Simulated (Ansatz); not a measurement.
# TeAs2: tests of the settings

Aim, for TeAs2: see how the k-point mesh moves the results.

Method: DFT PBE, scalar-relativistic, plane waves, PAW, in Ansatz 0.2.0.

3 further runs of the same task are left out: 2 for a known fault of the program, 1 set aside as unsound or not needed. Runs told in other sessions of the task aren't counted.

## 1. The starting structure

The structure is tetragonal, space group I4_1/amd (No. 141). The conventional cell has a = 7.113 Å, b = 7.113 Å, c = 5.881 Å, α = 90.00°, β = 90.00°, γ = 90.00°. Around Te (site symmetry -4m2) lie 4 As at 2.83 Å. Around As (site symmetry 2/m) lie 2 Te at 2.83 Å and 4 As at 2.91 Å.

As a file:

```
CELL_PARAMETERS angstrom
-3.55645 3.55645 2.94052
3.55645 -3.55645 2.94052
3.55645 3.55645 -2.94052
ATOMIC_POSITIONS crystal
Te 0.75000 0.25000 0.50000
Te 0.00000 0.00000 0.00000
As 0.37500 0.62500 0.25000
As 0.37500 0.12500 0.75000
As 0.37500 0.62500 0.75000
As 0.87500 0.62500 0.25000
```

Source of the structure: the Materials Project (structure only). It is taken as it stands there.

## 2. The base run, which the others are set against

input.yaml

```yaml
crystal:
  lattice:
    - [-3.556454, 3.556454, 2.940516]
    - [3.556454, -3.556454, 2.940516]
    - [3.556454, 3.556454, -2.940516]
  atoms:
    - { symbol: Te, position: [0.75, 0.25, 0.5] }
    - { symbol: Te, position: [0.0, 0.0, 0.0] }
    - { symbol: As, position: [0.375, 0.625, 0.25] }
    - { symbol: As, position: [0.375, 0.125, 0.75] }
    - { symbol: As, position: [0.375, 0.625, 0.75] }
    - { symbol: As, position: [0.875, 0.625, 0.25] }
basis:
  ecutwfc: 420
kpoints:
  mp_grid: { grid: [8, 8, 8] }
hamiltonian:
  xc: pbe
scf:
  occupations: { method: gaussian, width: 0.1 }
output:
  forces: true
  stress: true
  eigenvalues: true
  populations: true
  write_density: true
  write_potential: true
  elf: true
  volumetric_format: npy
```

Its results, from an earlier run: -5563.8681 eV/atom at zero smearing, pressure -0.69 GPa, largest force 0.000 eV/Å, no gap on the mesh, in 8 SCF cycles and 11 s.

## 3. K-point mesh: 1×1×1

input.yaml

```yaml
crystal:
  lattice:
    - [-3.556454, 3.556454, 2.940516]
    - [3.556454, -3.556454, 2.940516]
    - [3.556454, 3.556454, -2.940516]
  atoms:
    - { symbol: Te, position: [0.75, 0.25, 0.5] }
    - { symbol: Te, position: [0.0, 0.0, 0.0] }
    - { symbol: As, position: [0.375, 0.625, 0.25] }
    - { symbol: As, position: [0.375, 0.125, 0.75] }
    - { symbol: As, position: [0.375, 0.625, 0.75] }
    - { symbol: As, position: [0.875, 0.625, 0.25] }
basis:
  ecutwfc: 420
kpoints:
  mp_grid: { grid: [1, 1, 1] }
hamiltonian:
  xc: pbe
scf:
  occupations: { method: gaussian, width: 0.1 }
output:
  forces: true
  stress: true
  eigenvalues: true
```

Launch:

```bash
> ansatz run input.yaml --threads 1 --pin off --max-ram 2560MiB --backend cpu --events-out ev --progress --plain --runs-dir out
```

## 4. K-point mesh set to 2×2×2

Edit input.yaml of step 3 so:

```diff
@@ -15,3 +15,3 @@
 kpoints:
-  mp_grid: { grid: [1, 1, 1] }
+  mp_grid: { grid: [2, 2, 2] }
 hamiltonian:
```

## 5. K-point mesh set to 4×4×4

Edit input.yaml of step 4 so:

```diff
@@ -15,3 +15,3 @@
 kpoints:
-  mp_grid: { grid: [2, 2, 2] }
+  mp_grid: { grid: [4, 4, 4] }
 hamiltonian:
```

## 6. K-point mesh: 6×6×6

Edit input.yaml of step 5 so:

```diff
@@ -15,3 +15,3 @@
 kpoints:
-  mp_grid: { grid: [4, 4, 4] }
+  mp_grid: { grid: [6, 6, 6] }
 hamiltonian:
```

## 7. K-point mesh: 10×10×10

Edit input.yaml of step 6 so:

```diff
@@ -15,3 +15,3 @@
 kpoints:
-  mp_grid: { grid: [6, 6, 6] }
+  mp_grid: { grid: [10, 10, 10] }
 hamiltonian:
```

## 8. K-point mesh set to 12×12×12

Edit input.yaml of step 7 so:

```diff
@@ -15,3 +15,3 @@
 kpoints:
-  mp_grid: { grid: [10, 10, 10] }
+  mp_grid: { grid: [12, 12, 12] }
 hamiltonian:
```

(Steps that only read results are left out.)

Q: Predict the outcome of the series: the values and the trend.

As calculated:

| quantity | value |
| --- | --- |
| k-point mesh: within 10 and 1 meV/atom of 12×12×12 from | 6×6×6 for 10; 8×8×8 for 1 |

What this shows: In the sweep of the k-point mesh, 8×8×8 already comes within 1 meV/atom of the reference, and so do all later runs, at about 0.53 of the reference's time. The reference is only the best run made, not a proven limit. The gaps on the coarsest meshes are artefacts of sampling: the crystal is a metal on the dense ones. The error changes sign along the series, since a k mesh isn't variational, and a metal needs dense meshes to resolve its Fermi surface. These runs have no spin-orbit coupling; with Te it would split and shift bands.
